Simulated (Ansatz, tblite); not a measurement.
# C36H20S9: spin-state energies by level

Is the singlet the ground state of C36H20S9? Other spin states are computed and compared level by level.

Computed with Ansatz 0.2.0, Gaussian basis. Level: as each input shows.

Plan: triplet, at the geometry of the singlet (GFN1-xTB, GFN2-xTB, PBE0-D4/def2-SVP, PBE-D4/def2-SVP); the singlet's energies come from earlier runs.

### Step 1. The geometry

The singlet was relaxed beforehand with PBE-D4/def2-SVP.

SMILES `c1csc(-c2ccc(-c3ccc(-c4ccc(-c5ccc(-c6ccc(-c7ccc(-c8ccc(-c9cccs9)s8)s7)s6)s5)s4)s3)s2)c1`, 65 atoms, charge 0, spin multiplicity 1.

Bond lengths: C1–C2 1.383 Å, C1–C45 1.422 Å, C1–H46 1.099 Å, C2–S3 1.731 Å, C2–H47 1.096 Å, S3–C4 1.752 Å, C4–C5 1.445 Å, C4–C45 1.396 Å, C5–C6 1.396 Å, C5–S44 1.752 Å, C6–C7 1.413 Å, C6–H48 1.098 Å, C7–C8 1.397 Å, C7–H49 1.099 Å, C8–C9 1.439 Å, C8–S44 1.754 Å, C9–C10 1.398 Å, C9–S43 1.754 Å and more. Angles: C2–C1–C45 112.8°, C2–C1–H46 123.2°, C45–C1–H46 124.0°, C1–C2–S3 111.6°, C1–C2–H47 128.7°, S3–C2–H47 119.8°, C2–S3–C4 92.2°, S3–C4–C5 121.7°, S3–C4–C45 110.1°, C5–C4–C45 128.2°, C4–C5–C6 128.1°, C4–C5–S44 121.6°, C6–C5–S44 110.3°, C5–C6–C7 113.5°, C5–C6–H48 122.7°, C7–C6–H48 123.8°, C6–C7–C8 113.7°, C6–C7–H49 123.8° and more.

### Step 2. Triplet at the fixed geometry, GFN1-xTB

Tight binding, by tblite at 300 K electronic temperature and without a spin-polarisation term:

```python
tblite.interface.Calculator('GFN1-xTB', numbers, positions, charge=0, uhf=2).singlepoint()
```

Energy -3266.7051 eV; 0.52 s.

### Step 3. Triplet at the fixed geometry, GFN2-xTB

Tight binding, by tblite at 300 K electronic temperature and without a spin-polarisation term:

```python
tblite.interface.Calculator('GFN2-xTB', numbers, positions, charge=0, uhf=2).singlepoint()
```

Energy -3167.2972 eV; 0.54 s.

### Step 4. Triplet at the fixed geometry, PBE0-D4/def2-SVP

The input, in.yaml:

```yaml
crystal:
  periodic: [false, false, false]
  atoms:
    - {symbol: C, position_ang: [16.376759, -0.741705, -0.757251]}
    - {symbol: C, position_ang: [16.011719, -1.467683, -1.876693]}
    - {symbol: S, position_ang: [14.293730, -1.500134, -2.082060]}
    - {symbol: C, position_ang: [14.035838, -0.531954, -0.644281]}
    - {symbol: C, position_ang: [12.709189, -0.160049, -0.207294]}
    - {symbol: C, position_ang: [12.353629, 0.677199, 0.852115]}
    - {symbol: C, position_ang: [10.957398, 0.828018, 1.008184]}
    - {symbol: C, position_ang: [10.207914, 0.111875, 0.071216]}
    - {symbol: C, position_ang: [8.778783, 0.029680, -0.075781]}
    - {symbol: C, position_ang: [8.018587, -0.715568, -0.981285]}
    - {symbol: C, position_ang: [6.624695, -0.544937, -0.823872]}
    - {symbol: C, position_ang: [6.281958, 0.335900, 0.205998]}
    - {symbol: C, position_ang: [4.982539, 0.751883, 0.659338]}
    - {symbol: C, position_ang: [4.648895, 1.685391, 1.646323]}
    - {symbol: C, position_ang: [3.259123, 1.840387, 1.834462]}
    - {symbol: C, position_ang: [2.488136, 1.029386, 0.994428]}
    - {symbol: C, position_ang: [1.054385, 0.934240, 0.919677]}
    - {symbol: C, position_ang: [0.098989, 1.682769, 1.616171]}
    - {symbol: C, position_ang: [-1.230714, 1.325825, 1.307486]}
    - {symbol: C, position_ang: [-1.332548, 0.296012, 0.366010]}
    - {symbol: C, position_ang: [-2.508455, -0.318392, -0.185352]}
    - {symbol: C, position_ang: [-2.614818, -1.356748, -1.116902]}
    - {symbol: C, position_ang: [-3.946393, -1.704191, -1.429615]}
    - {symbol: C, position_ang: [-4.898499, -0.939730, -0.746061]}
    - {symbol: C, position_ang: [-6.333190, -1.017118, -0.827434]}
    - {symbol: C, position_ang: [-7.113784, -1.852090, -1.634004]}
    - {symbol: C, position_ang: [-8.502181, -1.660772, -1.465075]}
    - {symbol: C, position_ang: [-8.823886, -0.675369, -0.526616]}
    - {symbol: C, position_ang: [-10.116337, -0.208002, -0.102049]}
    - {symbol: C, position_ang: [-10.441090, 0.752950, 0.859269]}
    - {symbol: C, position_ang: [-11.831488, 0.959148, 1.007121]}
    - {symbol: C, position_ang: [-12.606755, 0.161415, 0.162757]}
    - {symbol: C, position_ang: [-14.046562, 0.113966, 0.045929]}
    - {symbol: C, position_ang: [-14.997231, 0.858173, 0.746353]}
    - {symbol: C, position_ang: [-16.334907, 0.553664, 0.371844]}
    - {symbol: C, position_ang: [-16.410117, -0.418070, -0.609716]}
    - {symbol: S, position_ang: [-14.839035, -0.968103, -1.082108]}
    - {symbol: S, position_ang: [-11.577202, -0.854777, -0.824970]}
    - {symbol: S, position_ang: [-7.360343, 0.014156, 0.149987]}
    - {symbol: S, position_ang: [-4.105222, 0.224297, 0.297226]}
    - {symbol: S, position_ang: [0.266457, -0.228211, -0.129751]}
    - {symbol: S, position_ang: [3.526896, 0.066079, -0.038647]}
    - {symbol: S, position_ang: [7.728799, 0.953216, 0.982862]}
    - {symbol: S, position_ang: [11.274179, -0.762817, -1.012035]}
    - {symbol: C, position_ang: [15.259912, -0.210624, -0.055564]}
    - {symbol: H, position_ang: [17.421179, -0.598267, -0.448064]}
    - {symbol: H, position_ang: [16.655788, -1.986805, -2.596383]}
    - {symbol: H, position_ang: [13.096552, 1.169836, 1.492953]}
    - {symbol: H, position_ang: [10.492115, 1.446605, 1.788366]}
    - {symbol: H, position_ang: [8.475390, -1.369171, -1.737473]}
    - {symbol: H, position_ang: [5.870754, -1.046844, -1.446269]}
    - {symbol: H, position_ang: [5.409338, 2.240539, 2.213288]}
    - {symbol: H, position_ang: [2.814195, 2.524087, 2.569262]}
    - {symbol: H, position_ang: [0.369791, 2.473842, 2.327664]}
    - {symbol: H, position_ang: [-2.113320, 1.804427, 1.754550]}
    - {symbol: H, position_ang: [-1.734464, -1.848009, -1.554628]}
    - {symbol: H, position_ang: [-4.220740, -2.497183, -2.137682]}
    - {symbol: H, position_ang: [-6.677465, -2.579901, -2.330652]}
    - {symbol: H, position_ang: [-9.269727, -2.225370, -2.012897]}
    - {symbol: H, position_ang: [-9.677018, 1.289010, 1.439709]}
    - {symbol: H, position_ang: [-12.270990, 1.674647, 1.714585]}
    - {symbol: H, position_ang: [-14.727140, 1.602178, 1.507535]}
    - {symbol: H, position_ang: [-17.220393, 1.034622, 0.809596]}
    - {symbol: H, position_ang: [-17.301224, -0.844504, -1.085485]}
    - {symbol: H, position_ang: [15.339625, 0.387690, 0.861688]}
basis:
  gaussian: {orbitals: def2-SVP, fitting: {mean_field: def2-universal-jkfit}}
magnetization: {spin_polarized: true, initial_magnetization: 2}
hamiltonian: {xc: pbe0, dispersion: d4}
scf: {omitted_lower_state_checks: [starts]}
output: {orbitals: {seedname: orbitals}}
```

The run is started by

```sh
$ ansatz run in.yaml --threads 4 --pin off --events-out ev --progress --plain --max-ram 46080MiB --backend cuda --devices 0, --max-vram 37GiB
```

What it wrote:

```text
Functional definition: PBE0
  name "PBE0"
  cite "Adamo & Barone, J. Chem. Phys. 110, 6158 (1999) doi:10.1063/1.478522"
  cite "Perdew, Burke & Ernzerhof, Phys. Rev. Lett. 77, 3865 (1996) doi:10.1103/PhysRevLett.77.3865"
  parent pbe
  parameter a = 0.25
  parameter kappa = 0.804
  parameter beta = 0.06672455060314922
  exchange = (1 - a)*pbe_x(kappa = kappa, mu = beta*pi^2/3) + a*exact_x
  correlation = pbe_c(beta = beta)
these checks for a lower state are left out or cut short: starts
4212 factors; integrals over basis functions are off by at most 2.2e-1 eV
mean field evaluation 1: about -134981.7939 eV, gradient 1.0e2 eV
mean field evaluation 2: about -134902.6761 eV, gradient 1.5e2 eV
mean field evaluation 4: about -135035.8415 eV, gradient 1.9e1 eV
mean field evaluation 8: about -135038.2413 eV, gradient 8.4e-1 eV
mean field evaluation 16: about -135038.2470 eV, gradient 6.2e-2 eV
mean field evaluation 32: about -135038.2473 eV, gradient 1.5e-5 eV
mean field -135038.24727110 eV, -4962.5640550016 hartree, gradient 7.8e-6 eV, S^2 2.052285; 0 other end points of the search recorded, 0 dependent functions left out
reference -135038.24735990 eV, -4962.5640582649 hartree; 191, 189 occupied and 575, 577 virtual orbitals, 4212 factors
Total energy: -135041.13314149 eV, -4962.6701087820 hartree
Checks for a lower state left out: starts
```

It took 20 s on 1 × H100 (card shared with other runs) with 4 threads of AMD EPYC 7R13, shared host; peak host memory 1.6 GiB.

HOMO -3.54 eV, LUMO -4.01 eV (over both spins; with the spin held, an empty level of the minority spin lies below the top filled one); ⟨S²⟩ 2.052 (pure: 2.00).

### Step 5. Triplet at the fixed geometry, PBE-D4/def2-SVP

start.molden holds the orbitals of an earlier run on this state, given as this run's starting guess.

Edit in.yaml of step 4 so:

```diff
@@ -69,5 +69,5 @@
 basis:
-  gaussian: {orbitals: def2-SVP, fitting: {mean_field: def2-universal-jkfit}}
+  gaussian: {orbitals: def2-SVP, fitting: {mean_field: def2-universal-jkfit}, initial_orbitals: start.molden}
 magnetization: {spin_polarized: true, initial_magnetization: 2}
-hamiltonian: {xc: pbe0, dispersion: d4}
+hamiltonian: {xc: pbe, dispersion: d4}
 scf: {omitted_lower_state_checks: [starts]}
```

Launched as before.

What it wrote:

```text
Functional definition: PBE
  name "PBE"
  cite "Perdew, Burke & Ernzerhof, Phys. Rev. Lett. 77, 3865 (1996) doi:10.1103/PhysRevLett.77.3865"
  parent pbe
  parameter kappa = 0.804
  parameter beta = 0.06672455060314922
  exchange = pbe_x(kappa = kappa, mu = beta*pi^2/3)
  correlation = pbe_c(beta = beta)
these checks for a lower state are left out or cut short: starts
4212 factors; integrals over basis functions are off by at most 2.2e-1 eV
mean field evaluation 1: about -135027.9027 eV, gradient 1.3e1 eV
mean field evaluation 2: about -135028.5606 eV, gradient 7.9e-1 eV
mean field evaluation 4: about -135028.5882 eV, gradient 2.2e-1 eV
mean field evaluation 8: about -135028.5896 eV, gradient 1.6e-4 eV
mean field evaluation 16: about -135028.5896 eV, gradient 1.1e-5 eV
mean field -135028.58957656 eV, -4962.2091412733 hartree, gradient 1.1e-5 eV, S^2 2.004032; 0 other end points of the search recorded, 0 dependent functions left out
reference -135028.58968863 eV, -4962.2091453917 hartree; 191, 189 occupied and 575, 577 virtual orbitals, 4212 factors
Total energy: -135031.93292481 eV, -4962.3320070553 hartree
Checks for a lower state left out: starts
```

It took 13 s on 1 × H100 (card shared with other runs) with 4 threads of AMD EPYC 7R13, shared host; peak host memory 1.5 GiB.

HOMO -3.08 eV, LUMO -4.22 eV (over both spins; with the spin held, an empty level of the minority spin lies below the top filled one); ⟨S²⟩ 2.004 (pure: 2.00).

### Step 6. Triplet less singlet, vertical

The singlet's energies are those of its earlier runs, whose logs aren't repeated here.

```tsv
level	triplet less singlet, vertical (eV)	time
GFN1-xTB	+1.302	0.91 s
GFN2-xTB	+1.269	0.95 s
PBE-D4/def2-SVP	+1.221	17 s
PBE0-D4/def2-SVP	+1.526	27 s
```

Times add the two runs; a level without a time comes out of a correlated run. Tight binding without a spin term can't rank spin states.

### Step 7. Summary of results

```
                                               quantity                                   value
triplet less singlet, vertical, functionals in def2-SVP  +1.221 (PBE-D4) to +1.526 eV (PBE0-D4)
```

In words: All functionals put the triplet above the singlet, over a spread of 0.304 eV. The checks for a lower triplet were left out, so another state of that spin may lie lower. These are electronic energies, without zero-point motion, entropy or surroundings.
